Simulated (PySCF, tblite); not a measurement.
**C₇H₁₀N radical: geometry, infrared bands and EPR parameters**

Aim: predict the infrared bands and EPR parameters of C₇H₁₀N radical (`C#C[C@H]1C[CH]CN1C`).

The runs use tblite 0.8.0 and PySCF 2.14.0, with density-fitted response routines of our own; the level of theory stands in each step. All values are computed, except where a source is named. Atoms are numbered from 0 throughout.

**1. Starting geometry**

18 atoms, charge 0, multiplicity 2; geometry from: force field or distance geometry start.

Bonds of the start (Å): C0–C1 1.21, C1–C2 1.47, C2–C3 1.52, C3–C4 1.50, C4–C5 1.48, C5–N6 1.47, N6–C7 1.45, N6–C2 1.47, C0–H8 1.06, C2–H9 1.11, C3–H10 1.10, C3–H11 1.09, C4–H12 1.08, C5–H13 1.09, C5–H14 1.10, C7–H15 1.10, C7–H16 1.09, C7–H17 1.09.

**2. Optimising the geometry with GFN2-xTB**

Job settings and geometry (Å):

```
{"job": {"kind": "relax", "xc": "GFN2-xTB", "basis": "xTB"}, "charge": 0, "multiplicity": 2}
C      2.376600     1.838300    -0.975700
C      1.467700     1.058500    -0.835800
C      0.382900     0.089700    -0.642400
C      0.899000    -1.333600    -0.517600
C     -0.153900    -1.988200     0.331800
C     -1.052200    -0.953300     0.899500
N     -0.352200     0.312000     0.615800
C     -1.269100     1.439200     0.568200
H      3.166900     2.537800    -1.095300
H     -0.318800     0.141900    -1.497100
H      1.861100    -1.396700     0.007300
H      0.987900    -1.831900    -1.482600
H     -0.241100    -3.044300     0.518500
H     -2.021800    -1.015300     0.409900
H     -1.174800    -1.083800     1.981700
H     -2.025300     1.324700    -0.217900
H     -0.736300     2.377400     0.402300
H     -1.805200     1.534000     1.517900
```

The run is started by

```sh
$ OMP_NUM_THREADS=1 python probes_run.py task.json out
```

This one command runs all jobs of the session in turn.

The log of the run:

```text
step      E/eV     max force
  0    -622.02810    1.239
  1    -622.07121    1.211
  2    -622.05921    2.419
  3    -622.09068    0.272
  4    -622.09647    0.313
  5    -622.10981    0.438
  6    -622.11284    0.188
  7    -622.11479    0.103
  8    -622.11615    0.183
  9    -622.11709    0.132
 10    -622.11754    0.062
 11    -622.11793    0.065
 12    -622.11843    0.133
 13    -622.11903    0.141
 14    -622.11954    0.081
 15    -622.11989    0.038
 16    -622.12016    0.072
 17    -622.12041    0.075
 18    -622.12067    0.043
 19    -622.12092    0.036
 20    -622.12116    0.054
 21    -622.12139    0.058
 22    -622.12159    0.036
 23    -622.12177    0.034
 24    -622.12193    0.041
 25    -622.12205    0.045
 26    -622.12216    0.029
 27    -622.12228    0.024
 28    -622.12243    0.044
 29    -622.12260    0.052
 30    -622.12272    0.032
 31    -622.12280    0.023
 32    -622.12287    0.023
 33    -622.12294    0.038
 34    -622.12301    0.034
 35    -622.12307    0.016
 36    -622.12310    0.015
 37    -622.12313    0.020
 38    -622.12316    0.020
 39    -622.12318    0.011
 40    -622.12320    0.010
 41    -622.12322    0.014
 42    -622.12323    0.015
 43    -622.12325    0.012
 44    -622.12328    0.014
 45    -622.12330    0.013
 46    -622.12332    0.016
 47    -622.12334    0.016
 48    -622.12337    0.015
 49    -622.12340    0.016
 50    -622.12343    0.014
 51    -622.12344    0.008
```

It took 0.46 s on 1 thread of AMD EPYC, shared host.

Along the way: (not every step is listed) (the energy doesn't fall at every step)

| step | energy from step 0 (eV) | largest force (eV/Å) |
| --- | --- | --- |
| 0 | 0.0000 | 1.2391 |
| 1 | -0.0431 | 1.2113 |
| 2 | -0.0311 | 2.4189 |
| 3 | -0.0626 | 0.2716 |
| 4 | -0.0684 | 0.3128 |
| 5 | -0.0817 | 0.4377 |
| 6 | -0.0847 | 0.1881 |
| 7 | -0.0867 | 0.1033 |
| 8 | -0.0880 | 0.1828 |
| 11 | -0.0898 | 0.0648 |
| 14 | -0.0914 | 0.0807 |
| 17 | -0.0923 | 0.0755 |
| 20 | -0.0931 | 0.0542 |
| 23 | -0.0937 | 0.0345 |
| 26 | -0.0941 | 0.0286 |
| 29 | -0.0945 | 0.0519 |
| 32 | -0.0948 | 0.0233 |
| 35 | -0.0950 | 0.0156 |
| 38 | -0.0951 | 0.0195 |
| 41 | -0.0951 | 0.0145 |
| 44 | -0.0952 | 0.0139 |
| 46 | -0.0952 | 0.0161 |
| 47 | -0.0952 | 0.0159 |
| 48 | -0.0953 | 0.0145 |
| 49 | -0.0953 | 0.0163 |
| 50 | -0.0953 | 0.0143 |
| 51 | -0.0953 | 0.0081 |

Distances of close pairs at the start and the end, largest changes first:

```csv
bond,before (Å),after (Å),change (Å)
C5–H13,1.088,1.114,+0.026
C3–C4,1.503,1.479,-0.024
C5–N6,1.474,1.452,-0.022
C2–C3,1.519,1.540,+0.021
C1–C2,1.467,1.450,-0.017
N6–C7,1.454,1.439,-0.015
C0–H8,1.062,1.049,-0.013
C2–N6,1.474,1.462,-0.012
```

The final coordinates are the input of the step that follows.

**3. Vibrational analysis with GFN2-xTB**

Job settings and geometry (Å):

```
{"job": {"kind": "ir", "xc": "GFN2-xTB", "basis": "xTB"}, "charge": 0, "multiplicity": 2}
C      2.318557     1.847947    -0.920999
C      1.438707     1.045793    -0.800317
C      0.368060     0.078351    -0.659356
C      0.878161    -1.368337    -0.526656
C     -0.168354    -1.997301     0.307467
C     -1.040755    -0.960686     0.893558
N     -0.383267     0.294165     0.576432
C     -1.250271     1.441877     0.548283
H      3.093111     2.547568    -1.025781
H     -0.292946     0.158292    -1.547339
H      1.855017    -1.374159    -0.021296
H      1.017886    -1.852870    -1.497359
H     -0.200923    -3.035590     0.568136
H     -2.066086    -1.007909     0.461766
H     -1.158114    -1.057757     1.982017
H     -2.041648     1.363586    -0.217971
H     -0.653617     2.330306     0.343724
H     -1.722277     1.553041     1.524033
```

The log of the run:

```text
mode    cm-1     km/mol
  1      84.4      0.17
  2     126.8      0.08
  3     151.7      1.18
  4     200.9      2.02
  5     226.2      2.54
  6     260.3     26.06
  7     314.9      1.50
  8     330.6      4.24
  9     443.8      0.54
 10     492.1      2.19
 11     542.4      2.87
 12     650.1      7.13
 13     661.2     18.10
 14     674.5      4.66
 15     823.4      8.23
 16     914.0     11.51
 17     939.7      8.35
 18     971.1      2.65
 19    1011.0      2.76
 20    1058.4      7.58
 21    1071.4      6.77
 22    1073.7      0.29
 23    1091.4      0.36
 24    1115.5      3.99
 25    1146.0     13.01
 26    1197.2     19.33
 27    1227.0      8.24
 28    1240.3      1.51
 29    1268.8      6.22
 30    1296.0     17.27
 31    1309.9      2.14
 32    1310.6     29.13
 33    1415.3      1.10
 34    1450.8      2.88
 35    1458.3      4.79
 36    1488.8      1.49
 37    1492.3      6.33
 38    2289.2      6.91
 39    2663.5     83.48
 40    2733.0     89.29
 41    2815.7    123.80
 42    2846.4     35.68
 43    2867.9     56.85
 44    2935.6     43.16
 45    3010.7     39.21
 46    3015.7     28.14
 47    3162.5     44.83
 48    3395.4      2.99
```

Wall time 1.1 s (1 thread of AMD EPYC, shared host).

The strongest bands and the atoms that carry them (share of the mass-weighted mode):

| cm⁻¹ | km/mol | atoms |
| --- | --- | --- |
| 2664 | 83.5 | H13 90 % |
| 2733 | 89.3 | H9 93 % |
| 2816 | 123.8 | H15 93 % |
| 2846 | 35.7 | H10 87 % |
| 2868 | 56.9 | H14 91 % |
| 2936 | 43.2 | H11 88 % |
| 3011 | 39.2 | H17 89 % |
| 3162 | 44.8 | H12 92 % |

**4. g tensor and hyperfine couplings: B3LYP/pcH-1**

Settings changed since step 3:

```diff
@@ -1,2 +1,2 @@
-{"job": {"kind": "ir", "xc": "GFN2-xTB", "basis": "xTB"}, "charge": 0, "multiplicity": 2}
+{"job": {"kind": "epr", "basis": "pcH-1"}, "charge": 0, "multiplicity": 2}
 C      2.318557     1.847947    -0.920999
```

With the program's defaults for keys left out, this is: UKS B3LYP, pcH-1 on C H N, non-relativistic, mean-field spin-orbit, GIAO.

The log of the run:

```text
UKS, coarse grid
  cycle   1  E = -327.33448553  |g| = 3.41e-01
  cycle   2  E = -327.33188424  |g| = 3.55e-01
  cycle   3  E = -327.39453408  |g| = 6.14e-02
  cycle   4  E = -327.39564145  |g| = 3.45e-02
  cycle   5  E = -327.39613030  |g| = 6.00e-03
  cycle   6  E = -327.39614047  |g| = 4.51e-03
  cycle   7  E = -327.39614888  |g| = 1.90e-03
  cycle   8  E = -327.39615085  |g| = 7.04e-04
UKS, final grid
  cycle   1  E = -327.39620546  |g| = 1.15e-03
  cycle   2  E = -327.39620313  |g| = 2.46e-03
  cycle   3  E = -327.39620608  |g| = 3.14e-04
  cycle   4  E = -327.39620613  |g| = 2.90e-05
  cycle   5  E = -327.39620613  |g| = 2.49e-05
E = -327.39620613 Eh   <S^2> = 0.7539 (exact 0.7500)
g shifts (ppm)      1          2          3
  rmc          -137       -137       -137
  gc             -0         22         20
  oz_so          15        521        779
  total        -122        407        663
hyperfine (MHz)  atom isotope    a_iso     a_fc   dipolar eigenvalues
    0   13C       0.29       0.29     -0.36     -0.05      0.42
    1   13C      -1.31      -1.31     -0.43     -0.21      0.65
    2   13C       1.98       1.98     -1.22     -0.68      1.90
    3   13C     -34.05     -34.05     -2.34      0.29      2.05
    4   13C      92.62      92.62    -81.61    -81.34    162.96
    5   13C     -34.31     -34.31     -2.14      0.21      1.93
    6   14N       0.33       0.33     -0.55     -0.20      0.75
    7   13C      -1.07      -1.07     -0.45     -0.14      0.59
    8    1H      -0.06      -0.06     -0.45     -0.40      0.86
    9    1H      -1.63      -1.63     -3.00     -2.40      5.40
   10    1H     142.13     142.13     -5.37     -3.20      8.57
   11    1H      82.51      82.51     -4.73     -4.15      8.88
   12    1H     -62.21     -62.21    -38.89     -0.30     39.18
   13    1H     134.71     134.71     -5.64     -3.64      9.28
   14    1H      86.83      86.83     -4.56     -3.82      8.38
   15    1H       0.64       0.64     -1.36     -1.12      2.47
   16    1H      -0.42      -0.42     -0.88     -0.81      1.69
   17    1H      -0.13      -0.13     -1.12     -1.05      2.17
```

It took 2.1 min on 1 thread of AMD EPYC, shared host; peak memory 0.97 GiB.

Principal g values 2.00220, 2.00273, 2.00298; g(iso) = 2.00264, against 2.00232 for a free electron.

Hyperfine couplings; where a row names several nuclei, a(iso) is their mean (it holds for fast rotation or exchange) and the dipolar term the largest among them:

| nuclei | isotope | a(iso) (MHz) | a(iso) (G, at g = 2.0023) | largest dipolar term (MHz) |
| --- | --- | --- | --- | --- |
| H10 | 1H | 142.1 | 50.7 | 8.6 |
| H13 | 1H | 134.7 | 48.1 | 9.3 |
| C4 | 13C | 92.6 | 33.1 | 163.0 |
| H14 | 1H | 86.8 | 31.0 | 8.4 |
| H11 | 1H | 82.5 | 29.4 | 8.9 |
| H12 | 1H | -62.2 | -22.2 | 39.2 |
| C5 | 13C | -34.3 | -12.2 | -2.1 |
| C3 | 13C | -34.0 | -12.1 | -2.3 |
| C2 | 13C | 2.0 | 0.7 | 1.9 |
| H9 | 1H | -1.6 | -0.6 | 5.4 |
| C1 | 13C | -1.3 | -0.5 | 0.6 |
| C7 | 13C | -1.1 | -0.4 | 0.6 |
| N6 | 14N | 0.3 | 0.1 | 0.8 |
| C0 | 13C | 0.3 | 0.1 | 0.4 |

Mulliken spin populations:

C0 0.00; C1 0.00; C2 0.01; C3 -0.09; C4 1.02; C5 -0.08; N6 0.00; C7 0.00; H8 0.00; H9 0.00; H10 0.06; H11 0.03; H12 -0.04; H13 0.05; H14 0.03; H15 0.00; H16 0.00; H17 0.00

In first order the couplings over 0.8 MHz of 1H give 64 distinct lines over 182.0 G, if the averaged nuclei exchange fast.

Orbitals, density, ELF and potential are computed afterwards from the orbital file.

ELF in a plane through or near 9 of the atoms.

Values, 10 rows by 14 columns:
```
0.00 0.00 0.00 0.00 0.00 0.00 0.00 0.00 0.00 0.00 0.00 0.00 0.00 0.00
0.00 0.00 0.00 0.00 0.00 0.00 0.10 0.02 0.01 0.00 0.00 0.00 0.00 0.00
0.00 0.00 0.00 0.00 0.00 0.17 0.92 0.35 0.92 0.39 0.00 0.00 0.00 0.00
0.00 0.00 0.00 0.00 0.04 0.01 0.55 0.24 0.99 0.12 0.02 0.00 0.00 0.00
0.00 0.00 0.00 0.01 0.44 0.64 0.68 0.60 0.03 0.50 0.57 0.16 0.01 0.00
0.00 0.00 0.00 0.00 0.12 0.81 0.15 0.56 0.84 0.40 0.22 0.97 0.49 0.00
0.00 0.00 0.00 0.08 0.87 0.47 0.85 0.71 0.22 0.75 0.65 0.58 0.05 0.00
0.00 0.00 0.00 0.21 0.98 0.47 0.33 0.72 0.06 0.04 0.14 0.01 0.00 0.00
0.00 0.00 0.00 0.00 0.01 0.00 0.02 0.03 0.01 0.00 0.00 0.00 0.00 0.00
0.00 0.00 0.00 0.00 0.00 0.00 0.00 0.00 0.00 0.00 0.00 0.00 0.00 0.00
```
The map spans 13.3 Å across and 10.5 Å up, centred on the molecule. Atoms in the plane (x, y in Å): C0 (3.1, -0.4), C1 (1.9, -0.4), C3 (-0.2, -1.7), C4 (-1.6, -1.2), C5 (-1.6, 0.2), N6 (-0.2, 0.6), C7 (0.0, 2.0), H12 (-2.4, -1.9), H16 (1.1, 2.2).

On the surface of density 0.002 e/bohr³ the electrostatic potential runs, from the 1st to the 99th percentile, from -1.47 V near N6 to 1.26 V near H8.

The spin density lies nearest to C4 64 %; H12 10 %.

**5. Summary of results**

```
                                 quantity                  value
strongest single infrared mode (GFN2-xTB)  2816 cm⁻¹, 124 km/mol
             zero-point energy (GFN2-xTB)          91.9 kcal/mol
                           g(iso) (B3LYP)                2.00264
                                     ⟨S²⟩     0.754 (exact 0.75)
       largest a(iso) (averaged by class)   1H on H10, 142.1 MHz
    surface potential, 1st and 99th percentile     -1.47 V and 1.26 V
```

What this shows: Relaxing lowered the energy by 0.095 eV in 51 steps; the close pair that moved most is C5–H13, from 1.088 to 1.114 Å. No mode is imaginary among the 48: a minimum at this level. The strongest single mode, at 2816 cm⁻¹, moves mainly H15. Unscaled tight-binding wavenumbers are off by several per cent, some by more. Its intensities can rank the bands wrongly. C4 carries the largest spin population, 1.02 e. The isotropic g lies 0.3 ppt above the free-electron value.
